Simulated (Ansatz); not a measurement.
# CH8S2Si2: the cost of one run

Method: the settings change from run to run; program: Ansatz 0.2.0, Gaussian basis.

## 1. The geometry

An earlier PBE0-D4 in a triple-zeta def2 set relaxation fixed the geometry.

SMILES `[SiH3]C([SiH3])SS`, 13 atoms, charge 0, spin multiplicity 1.

Atoms are counted from 1 here; the program's logs count them from 0.

Bond lengths: Si1–C2 1.880 Å, Si1–H6 1.485 Å, Si1–H7 1.488 Å, Si1–H8 1.486 Å, C2–Si3 1.889 Å, C2–S4 1.816 Å, C2–H9 1.095 Å, Si3–H10 1.486 Å, Si3–H11 1.485 Å, Si3–H12 1.484 Å, S4–S5 2.038 Å, S5–H13 1.348 Å. Angles: C2–Si1–H6 110.7°, C2–Si1–H7 110.1°, C2–Si1–H8 108.7°, H6–Si1–H7 108.8°, H6–Si1–H8 109.2°, H7–Si1–H8 109.3°, Si1–C2–Si3 111.9°, Si1–C2–S4 111.3°, Si1–C2–H9 111.2°, Si3–C2–S4 106.8°, Si3–C2–H9 106.6°, S4–C2–H9 108.8°, C2–Si3–H10 108.5°, C2–Si3–H11 109.5°, C2–Si3–H12 110.3°, H10–Si3–H11 109.2°, H10–Si3–H12 109.8°, H11–Si3–H12 109.5° and more.

## 2. r2SCAN50/cc-pVTZ-DK

This run has charge +1, multiplicity 2, D3(BJ) dispersion, high accuracy.

in.yaml reads:

```yaml
crystal:
  periodic: [false, false, false]
  atoms:
    - {symbol: Si, position_ang: [-0.702143, -0.724551, 1.126294]}
    - {symbol: C, position_ang: [0.342981, 0.339850, -0.017862]}
    - {symbol: Si, position_ang: [1.615428, -0.684220, -0.966345]}
    - {symbol: S, position_ang: [-0.684597, 1.179830, -1.257346]}
    - {symbol: S, position_ang: [-1.624046, 2.677688, -0.243161]}
    - {symbol: H, position_ang: [-1.851225, 0.049746, 1.660991]}
    - {symbol: H, position_ang: [0.120714, -1.211844, 2.266038]}
    - {symbol: H, position_ang: [-1.214169, -1.888392, 0.357080]}
    - {symbol: H, position_ang: [0.904167, 1.093104, 0.545104]}
    - {symbol: H, position_ang: [2.321717, -1.567844, -0.002054]}
    - {symbol: H, position_ang: [0.923209, -1.520123, -1.979701]}
    - {symbol: H, position_ang: [2.592652, 0.206287, -1.641384]}
    - {symbol: H, position_ang: [-2.724388, 2.015770, 0.167147]}
basis:
  gaussian: {orbitals: cc-pVTZ-DK}
total_charge: 1
magnetization: {spin_polarized: true, initial_magnetization: 1}
hamiltonian: {xc: {name: r2SCAN50}, dispersion: d3bj}
accuracy: high
```

Command:

```sh
$ ansatz run in.yaml --threads 4 --pin off --events-out ev --progress --plain --max-ram 10444MiB
```

**Question.** How long does this run take on 4 threads of Arm Neoverse V1, shared host, and how much memory does it need?

About 95 s, with a peak of 3.2 GiB.
